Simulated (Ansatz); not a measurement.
# Cl3HOZr: molecular dynamics

Purpose: to follow the molecule's vibrations and see whether its bonds hold. The start is relaxed first. Runs: 300 steps of 0.5 fs at constant energy, with velocities drawn for 100 K.

Program: Ansatz 0.2.0. Level of theory: RKS LDA/def2-SVP. These are calculated values, not measurements.

## (1) The structure to begin with

Bond lengths: Zr1–O2 2.070 Å, O2–H3 1.010 Å, Zr1–Cl4 2.520 Å, Zr1–Cl5 2.518 Å, Zr1–Cl6 2.518 Å. Angles: Zr1–O2–H3 109.5°, O2–Zr1–Cl4 109.5°, O2–Zr1–Cl5 109.5°, O2–Zr1–Cl6 109.5°, Cl4–Zr1–Cl5 109.5°, Cl4–Zr1–Cl6 109.5°, Cl5–Zr1–Cl6 109.5°.

Structure file:

```xyz
6

Zr    0.0000    0.0000    0.0000
O     0.0000    0.0000    2.0700
H    -0.9095   -0.2814    2.4071
Cl    2.3764    0.0000   -0.8392
Cl   -1.1869    2.0563   -0.8392
Cl   -1.1869   -2.0563   -0.8392
```

## (2) Preparing the start

input.yaml reads:

```yaml
crystal:
  periodic: [false, false, false]
  atoms:
    - { symbol: Zr, position_ang: [0.0, 0.0, 0.0] }
    - { symbol: O, position_ang: [0.0, 0.0, 2.07] }
    - { symbol: H, position_ang: [-0.9095, -0.2814, 2.4071] }
    - { symbol: Cl, position_ang: [2.3764, 0.0, -0.8392] }
    - { symbol: Cl, position_ang: [-1.1869, 2.0563, -0.8392] }
    - { symbol: Cl, position_ang: [-1.1869, -2.0563, -0.8392] }
basis:
  gaussian: { orbitals: def2-SVP }
hamiltonian:
  xc: lda
relax:
  f_tol: 0.02
  max_steps: 40
```

Run with:

```
$ ansatz run input.yaml --threads 2 --pin off --max-ram 3072MiB --backend cpu --events-out ev --progress --plain --runs-dir out
```

Further steps of the session: Dynamics.

**Question.** What will these runs give? Wanted: relaxation of the start; temperature, first and last step; temperature, second half; potential energy, second half; largest change of the total energy; bonds formed or broken.

The runs gave:

| quantity | value |
| --- | --- |
| relaxation of the start | 6 moves, 1.334 eV lower |
| length | 300 steps of 0.5 fs |
| temperature, first and last step | 100 and 75 K |
| temperature, second half | mean 49 K, from 29 to 75 K |
| potential energy, second half | +4 meV/atom from the start |
| largest change of the total energy | 0.01 meV/atom |
| bonds formed or broken | 0 |

What this shows: The temperature starts at 100 K and averages 49 K in the second half, where it still rises, from 29 to 75 K; a mean near half the start is what vibrations about a minimum give, since they share energy equally between motion and strain. The total energy strays from its start by at most 0.01 meV/atom, 0.1 % of the mean kinetic energy, so a step of 0.5 fs is short enough over this time. The bonds all hold. 150 fs on 6 atoms is far too short and small for converged averages. The nuclei move classically, without zero-point motion, which matters most for hydrogen.
